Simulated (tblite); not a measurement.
# C3H16Si4: the cost of one run

Computed with tblite 0.8.0 and PySCF 2.14.0, with density-fitted response routines of our own, on a single molecule, in the gas phase or a continuum. Atoms count from 0, in the outputs and in this text.

## Step 1: The molecule as given

23 atoms, charge 0, multiplicity 1; geometry from: force field or distance geometry start.

Bonds of the start (Å): C0–Si1 1.86, Si1–C2 1.85, C2–Si3 1.87, Si1–C4 1.85, C4–Si5 1.86, C4–Si6 1.87, C0–H7 1.11, C0–H8 1.10, C0–H9 1.11, Si1–H10 1.48, C2–H11 1.10, C2–H12 1.11, Si3–H13 1.46, Si3–H14 1.48, Si3–H15 1.49, C4–H16 1.11, Si5–H17 1.46, Si5–H18 1.48, Si5–H19 1.46, Si6–H20 1.49, Si6–H21 1.46, Si6–H22 1.45.

## Step 2: Geometry optimisation with GFN2-xTB

Job settings and geometry (Å):

```
{"job": {"kind": "relax", "xc": "GFN2-xTB", "basis": "xTB"}, "charge": 0, "multiplicity": 1}
C      0.542700    -2.068100     0.754900
Si     0.408400    -0.216900     0.581300
C      1.306200     0.262500    -0.962600
Si     3.087100     0.563200    -0.494100
C     -1.370200     0.272400     0.639400
Si    -2.486600    -0.847300    -0.347800
Si    -1.660900     2.044800     0.131500
H      1.618800    -2.346500     0.741900
H      0.077400    -2.547800    -0.119800
H      0.046000    -2.342700     1.709600
H      1.111300     0.442200     1.703100
H      0.904300     1.179100    -1.429300
H      1.297000    -0.577900    -1.687000
H      3.862900     1.123900    -1.591200
H      3.713400    -0.706200    -0.076200
H      3.198400     1.466300     0.687800
H     -1.696800     0.190000     1.701200
H     -1.811500    -2.079700    -0.759400
H     -3.630100    -1.227300     0.514000
H     -3.060300    -0.153600    -1.501800
H     -3.029200     2.389400     0.604800
H     -0.757900     2.986700     0.793900
H     -1.675400     2.220500    -1.311500
```

The run is started by

```console
$ OMP_NUM_THREADS=1 python probes_run.py task.json out
```

The driver reads the jobs from task.json and runs them one after another.

Q: Estimate the wall time of this first job on 1 thread of Intel Xeon 6975P-C, shared host.

About 1.7 s.
